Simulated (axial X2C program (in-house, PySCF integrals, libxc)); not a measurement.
# Linear SeNC at several levels

An exercise on one series of results from a longer session: the logs are not shown, and one member is left open.

Program: an in-house X2C program for linear molecules on PySCF integrals. Level of theory: all-electron X2C, two-component (2c) or spin-free, Se dyall-v3z, N dyall-av3z, C dyall-v3z. These are calculated values, not measurements.

All values are calculated.

2 further runs of the same task are left out: 2 set aside as unsound or not needed.

The first run:

task.json reads:

```json
{"zs": [34, 7, 6], "q": 0, "bas": ["dyall-v3z", "dyall-av3z", "dyall-v3z"], "r0": [1.82, 1.17], "symm": 0, "scan": ["PBE0", "HF", "PBE"], "levels": ["PBE0", "HF", "r2SCAN"], "nst": 2}
```

Keys: zs atomic numbers; q charge; bas basis sets; r0 starting distance in Å; symm equal bonds; scan levels of the two-bond scan (MP2 follows by itself at each HF point); levels methods; nst determinants followed.

Launch:

```
python solin.py task.json out
```

Masses Se 79.917, N 14.003, C 12.000 u.

Steps of the session up to this table: Scan at PBE0, 2c; Scan at HF, 2c; Scan at PBE, 2c.

One table of the session follows, with a row left open; its other results are not shown here.

```
          level  r(Se–N) (Å)  r(N–C) (Å)  lower stretch (cm⁻¹)  upper stretch (cm⁻¹)
       PBE0, 2c        1.768       1.180                 582.0                2082.5
         HF, 2c        1.777       1.154                 598.9                2272.0
        PBE, 2c        1.784       1.196                 553.0                1962.7
        MP2, 2c        1.790       1.189                 566.5                2081.0
PBE0, spin-free        1.766       1.180                 585.3                2078.8
  HF, spin-free        1.775       1.155                 601.8                2270.7
 PBE, spin-free            ?           ?                     ?                     ?
 MP2, spin-free        1.788       1.190                 569.5                2074.8
```

Estimate the missing values for PBE, spin-free.

As computed: r(Se–N) (Å): 1.781; r(N–C) (Å): 1.196; lower stretch (cm⁻¹): 557.0; upper stretch (cm⁻¹): 1957.7. In the column «r(Se–N) (Å)» it lies between HF, 2c (1.777) and PBE, 2c (1.784).

Scans not shown above were run alike.

MP2 freezes inner shells (threshold -2 hartree). The molecule was held linear; bending was not examined, so a bent shape may lie lower. Note: functional without a current term on a determinant with orbital currents, of the molecule or an atom.
